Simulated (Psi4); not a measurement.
# UPBE0/def2-SVPD (density fitting, sweep point 4) run of CHClNSi (SMILES N#C[SiH]Cl)

We compute energy and gradient of CHClNSi. 

The calculation is run with Psi4 1.11.

### 1 The system as given

CHClNSi: 5 atoms, total charge 0, spin state doublet. SMILES: `N#C[SiH]Cl`. The shape is that of a PBE0-D4/def2-TZVP optimisation.

Bond lengths: N1–C2 1.154 Å, C2–Si3 1.834 Å, Si3–Cl4 2.035 Å, Si3–H5 1.481 Å. Angles: N1–C2–Si3 174.6°, C2–Si3–Cl4 109.0°, C2–Si3–H5 108.9°, Cl4–Si3–H5 110.9°.

### 2 Energy and forces at UPBE0/def2-SVPD (density fitting, sweep point 4)

job.in reads:

```
memory 1600 MB

molecule system {
  0 2
  N     -1.370200     0.130500    -1.827500
  C     -0.756100     0.007500    -0.858000
  Si     0.105400    -0.310100     0.730000
  Cl     2.040100    -0.810700     0.347000
  H      0.030700     0.909000     1.567100
  symmetry c1
}

set {
  basis     def2-SVPD
  reference uks
  scf_type  df
  guess     huckel
}

energy_value = gradient("pbe0")
print_variables()
```

Command:

```bash
$ psi4 -i job.in -o job.out -n 1
```

**Question.** What will come out? Wanted: total energy; dipole moment; HOMO energy; LUMO energy; ⟨S²⟩; largest force on an atom.

Computed results:

Level: UPBE0/def2-SVPD (density fitting, sweep point 4).

| quantity | value |
| --- | --- |
| total energy | -842.45656 Eh |
| dipole moment | 3.01 D |
| HOMO energy (highest over α and β) | -7.36 eV |
| LUMO energy (lowest over α and β) | -3.75 eV |
| ⟨S²⟩ | 0.754 |
| largest force on an atom | 0.871 eV/Å |

The largest force is 0.87 eV/Å: the shape isn't a stationary point for this species at this level.
